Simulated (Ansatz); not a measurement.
# FH4N2Si radical: a ladder of functionals and wavefunction methods

How much do the methods differ for FH4N2Si radical? The plan is to run it at one geometry with functionals of several rungs and with coupled cluster. The yardstick is the atomisation energy at the CCSD(T) limit.

Program: Ansatz 0.2.0, Gaussian basis. Level of theory: functionals in def2-TZVPP, the program's frozen cores in correlated methods. These are calculated values, not measurements.

The runs, in order: LDA (SPW92), PBE-D4, revPBE-D4, BLYP-D4, r2SCAN-D4, B97M-V, PBE0-D4, B3LYP-D4, r2SCANh-D4, r2SCAN0-D4, HSE06-D4, BHLYP-D4, CAM-B3LYP-D4, LC-ωPBE, ωB97X-V, ωB97M-V, B2PLYP, PBE-QIDH; CCSD(T)/def2-SVP; CCSD(T)/def2-TZVPP; CCSD(T)/def2-QZVPP; extrapolation to the limit; RPA on PBE.

### Step 1. The relaxed structure

The geometry comes from an earlier relaxation with PBE0-D4 in a triple-zeta def2 set; it is a stationary point, not always the lowest conformer.

SMILES `[NH][SiH](N)F`, 8 atoms, charge 0, spin multiplicity 2.

Atoms are counted from 1 here; the program's logs count them from 0.

Bond lengths: N1–Si2 1.736 Å, N1–H5 1.022 Å, Si2–N3 1.693 Å, Si2–F4 1.601 Å, Si2–H6 1.474 Å, N3–H7 1.005 Å, N3–H8 1.005 Å. Angles: Si2–N1–H5 115.2°, N1–Si2–N3 109.9°, N1–Si2–F4 107.9°, N1–Si2–H6 110.9°, N3–Si2–F4 112.9°, N3–Si2–H6 108.0°, F4–Si2–H6 107.2°, Si2–N3–H7 124.8°, Si2–N3–H8 122.2°, H7–N3–H8 112.9°.

### Step 2. LDA

This LDA is Slater exchange with PW92 correlation.

File in.yaml:

```yaml
crystal:
  periodic: [false, false, false]
  atoms:
    - {symbol: N, position_ang: [-0.894172, -0.788686, -1.267925]}
    - {symbol: Si, position_ang: [-0.537961, 0.070638, 0.198101]}
    - {symbol: N, position_ang: [1.124346, 0.009733, 0.514006]}
    - {symbol: F, position_ang: [-1.087685, 1.566123, 0.037469]}
    - {symbol: H, position_ang: [-0.604798, -0.320210, -2.128328]}
    - {symbol: H, position_ang: [-1.242372, -0.530820, 1.344431]}
    - {symbol: H, position_ang: [1.843816, 0.236914, -0.150296]}
    - {symbol: H, position_ang: [1.490926, -0.300895, 1.396941]}
basis:
  gaussian: {orbitals: def2-TZVPP}
magnetization: {spin_polarized: true, initial_magnetization: 1}
hamiltonian: {xc: lda}
output: {orbitals: {seedname: orbitals}}
```

Started as:

```sh
$ ansatz run in.yaml --threads 2 --pin off --events-out ev --progress --plain --max-ram 32768MiB --backend cpu
```

Further steps of the session: PBE-D4 (GGA); revPBE-D4 (GGA); BLYP-D4 (GGA); r2SCAN-D4 (meta-GGA); B97M-V (meta-GGA); PBE0-D4 (hybrid); B3LYP-D4 (hybrid); r2SCANh-D4 (hybrid); r2SCAN0-D4 (hybrid); HSE06-D4 (hybrid); BHLYP-D4 (hybrid); CAM-B3LYP-D4 (range-separated); LC-ωPBE (range-separated); ωB97X-V (range-separated); ωB97M-V (range-separated); B2PLYP (double hybrid); PBE-QIDH (double hybrid); CCSD(T) in def2-SVP; CCSD(T) in def2-TZVPP; CCSD(T) in def2-QZVPP; RPA on PBE orbitals.

**Question.** What will the summary of the whole plan be? Wanted: atomisation energy, CCSD(T)/CBS; farthest beyond LDA; mean size of error, GGA; mean size of error, meta-GGA; mean size of error, hybrid; mean size of error, range-separated; mean size of error, double hybrid; gap, smallest and largest; T1 diagnostic.

The runs gave:

```
                               quantity                                      value
        atomisation energy, CCSD(T)/CBS                              2777.4 kJ/mol
 functionals within 13.9 kJ/mol (0.5 %)       r2SCAN-D4, B97M-V, B3LYP-D4, ωB97M-V
                    farthest beyond LDA                    BHLYP-D4 (-86.5 kJ/mol)
                mean size of error, GGA                                34.5 kJ/mol
           mean size of error, meta-GGA                                 4.9 kJ/mol
             mean size of error, hybrid                                42.3 kJ/mol
    mean size of error, range-separated                                17.2 kJ/mol
      mean size of error, double hybrid                                44.0 kJ/mol
              gap, smallest and largest  1.17 eV (LDA (SPW92)), 10.21 eV (LC-ωPBE)
                          T1 diagnostic                                     0.0134
triples share of the correlation energy                                      3.2 %
```

In words: LDA overbinds by 401.8 kJ/mol (14 %). PBE-D4 misses by +45.2 kJ/mol. Double hybrids carry the basis error of their MP2 part in triple zeta, and no dispersion term here, so their miss is partly the set-up's. Taken by rung, meta-GGA functionals do best (4.9 kJ/mol on average) and double hybrid ones worst beyond LDA (44.0 kJ/mol). Misses under about 13.9 kJ/mol are within the doubt on the reference itself, which lacks core-valence correlation, relativity and higher excitations. Hartree-Fock recovers 69 % of the binding; the rest is correlation. CCSD(T) in def2-SVP is off by -285.3 kJ/mol, which most functionals beat. Orbital gaps span 1.2 to 10.2 eV; exact exchange widens them.
